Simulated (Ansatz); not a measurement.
**BrF2HOZr: up Jacob's ladder to CCSD(T)**

The task here is to estimate one member of a computed series from the others.

Program: Ansatz 0.2.0, Gaussian basis. Level of theory: functionals in def2-TZVPP, the program's frozen cores in correlated methods. These are calculated values, not measurements.

The runs, in order: LDA (SPW92), PBE-D4, revPBE-D4, BLYP-D4, r2SCAN-D4, B97M-V, PBE0-D4, B3LYP-D4, r2SCANh-D4, r2SCAN0-D4, HSE06-D4, BHLYP-D4, CAM-B3LYP-D4, LC-ωPBE, ωB97X-V, ωB97M-V, B2PLYP, PBE-QIDH; CCSD(T)/def2-SVP; CCSD(T)/def2-TZVPP; MP2/def2-QZVPP; extrapolation to the limit; RPA on PBE.

**Structure used throughout**

An earlier PBE0-D4 in a triple-zeta def2 set relaxation fixed the geometry. Zr takes the def2 core potential; no spin-orbit term is included.

SMILES `[OH][Zr]([F])([F])[Br]`, 6 atoms, charge 0, spin multiplicity 1.

Atoms are counted from 1 here; the program's logs count them from 0.

Bond lengths: O1–Zr2 1.889 Å, O1–H6 0.954 Å, Zr2–F3 1.895 Å, Zr2–F4 1.895 Å, Zr2–Br5 2.513 Å. Angles: Zr2–O1–H6 178.2°, O1–Zr2–F3 109.2°, O1–Zr2–F4 109.2°, O1–Zr2–Br5 110.0°, F3–Zr2–F4 108.7°, F3–Zr2–Br5 109.9°, F4–Zr2–Br5 109.9°.

Set-up of the first run:

in.yaml

```yaml
crystal:
  periodic: [false, false, false]
  atoms:
    - {symbol: O, position_ang: [-0.916612, 0.999419, 0.484518]}
    - {symbol: Zr, position_ang: [0.296260, -0.350706, -0.039302]}
    - {symbol: F, position_ang: [1.949526, -0.080423, 0.846661]}
    - {symbol: F, position_ang: [-0.395055, -2.040336, 0.469128]}
    - {symbol: Br, position_ang: [0.638955, -0.281342, -2.527405]}
    - {symbol: H, position_ang: [-1.531073, 1.689390, 0.720201]}
basis:
  gaussian: {orbitals: def2-TZVPP}
hamiltonian: {xc: lda}
output: {orbitals: {seedname: orbitals}}
```

Steps of the session up to this table: LDA; PBE-D4 (GGA); revPBE-D4 (GGA); BLYP-D4 (GGA); r2SCAN-D4 (meta-GGA); B97M-V (meta-GGA); PBE0-D4 (hybrid); B3LYP-D4 (hybrid); r2SCANh-D4 (hybrid); r2SCAN0-D4 (hybrid); HSE06-D4 (hybrid); BHLYP-D4 (hybrid); CAM-B3LYP-D4 (range-separated); LC-ωPBE-D4 (range-separated; the results give it without D4); ωB97X-V (range-separated); ωB97M-V (range-separated); B2PLYP (double hybrid); PBE-QIDH (double hybrid).

One of the session's tables, all rows but one given; the rest of the session is left out.

It belongs to the step «Frontier levels by functional». 

```
  functional  HOMO (eV)  gap (eV)
 LDA (SPW92)      -7.68      5.27
      PBE-D4      -7.48      5.34
   revPBE-D4      -7.41      5.37
     BLYP-D4      -7.31      5.28
   r2SCAN-D4      -7.83      5.86
      B97M-V      -7.87      5.95
     PBE0-D4      -8.80      7.49
    B3LYP-D4      -8.53      6.98
  r2SCANh-D4          ?         ?
  r2SCAN0-D4      -9.04      7.84
    HSE06-D4      -8.40      6.71
    BHLYP-D4      -9.95      9.62
CAM-B3LYP-D4     -10.11      9.92
     LC-ωPBE     -11.47     12.52
     ωB97X-V     -11.12     12.05
     ωB97M-V     -10.99     11.39
```

**Question.** Estimate the row for r2SCANh-D4.

Worked estimate for «HOMO (eV)». Against the share of exact exchange, r2SCAN-D4 (0, -7.83), r2SCAN0-D4 (0.25, -9.04) give a slope of -4.84 per unit share; at 0.1 the line stands at -8.31.

The run gave: HOMO (eV): -8.31; gap (eV): 6.65. In «HOMO (eV)» the line misses by 0.00.
